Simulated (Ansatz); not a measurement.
**Si2H5O2 radical: one species, many methods**

One table from this session's results is given with a row withheld; the runs are named, their logs left out.

Computed with Ansatz 0.2.0, Gaussian basis. Level: functionals in def2-TZVPP, the program's frozen cores in correlated methods.

Levels to be run: PBE-D4, r2SCAN-D4, PBE0-D4, B3LYP-D4, ωB97X-V, ωB97M-V, B2PLYP; CCSD(T)/def2-TZVPP; MP2/def2-QZVPP; extrapolation to the limit.

## The geometry

The geometry comes from an earlier relaxation with PBE0-D4 in a triple-zeta def2 set; it is a stationary point, not always the lowest conformer.

SMILES `O[Si](O)[SiH3]`, 9 atoms, charge 0, spin multiplicity 2.

Atoms are counted from 1 here; the program's logs count them from 0.

Bond lengths: O1–Si2 1.658 Å, O1–H5 0.959 Å, Si2–O3 1.646 Å, Si2–Si4 2.364 Å, O3–H6 0.960 Å, Si4–H7 1.490 Å, Si4–H8 1.487 Å, Si4–H9 1.489 Å. Angles: Si2–O1–H5 116.8°, O1–Si2–O3 105.6°, O1–Si2–Si4 113.7°, O3–Si2–Si4 106.6°, Si2–O3–H6 116.9°, Si2–Si4–H7 114.2°, Si2–Si4–H8 108.7°, Si2–Si4–H9 107.2°, H7–Si4–H8 109.3°, H7–Si4–H9 108.8°, H8–Si4–H9 108.5°.

Set-up of the first run:

File in.yaml:

```yaml
crystal:
  periodic: [false, false, false]
  atoms:
    - {symbol: O, position_ang: [-1.361016, 0.957101, 1.110153]}
    - {symbol: Si, position_ang: [-0.692577, -0.418064, 0.467720]}
    - {symbol: O, position_ang: [0.190989, -1.089082, 1.682981]}
    - {symbol: Si, position_ang: [0.809861, -0.003644, -1.310145]}
    - {symbol: H, position_ang: [-2.103155, 1.338288, 0.637321]}
    - {symbol: H, position_ang: [-0.159227, -1.004838, 2.572991]}
    - {symbol: H, position_ang: [1.977482, 0.844748, -0.939529]}
    - {symbol: H, position_ang: [1.296476, -1.306340, -1.835904]}
    - {symbol: H, position_ang: [0.041168, 0.681832, -2.385587]}
basis:
  gaussian: {orbitals: def2-TZVPP}
magnetization: {spin_polarized: true, initial_magnetization: 1}
hamiltonian: {xc: pbe, dispersion: d4}
output: {forces: true, orbitals: {seedname: orbitals}}
```

Started as:

```sh
> ansatz run in.yaml --threads 2 --pin off --events-out ev --progress --plain --max-ram 22528MiB --backend cpu
```

Among the steps run: PBE-D4 (GGA); r2SCAN-D4 (meta-GGA); PBE0-D4 (hybrid); B3LYP-D4 (hybrid); ωB97X-V (range-separated); ωB97M-V (range-separated); B2PLYP (double hybrid); CCSD(T) in def2-TZVPP; MP2 in def2-QZVPP.

One of the session's tables, all rows but one given; the rest of the session is left out.

```
            method  atomisation energy (kcal/mol)
            PBE-D4                          724.2
         r2SCAN-D4                          722.4
           PBE0-D4                          710.0
          B3LYP-D4                          717.2
           ωB97X-V                          722.5
           ωB97M-V                          718.8
            B2PLYP                          709.1
     HF/def2-TZVPP                          514.4
    MP2/def2-TZVPP                          709.4
   CCSD/def2-TZVPP                          688.5
CCSD(T)/def2-TZVPP                          698.5
           MP2/CBS                              ?
       CCSD(T)/CBS                          722.0
```

**Question.** Estimate the row for MP2/CBS.

**Answer.** atomisation energy (kcal/mol): 732.8. In the column «atomisation energy (kcal/mol)» it is the highest.
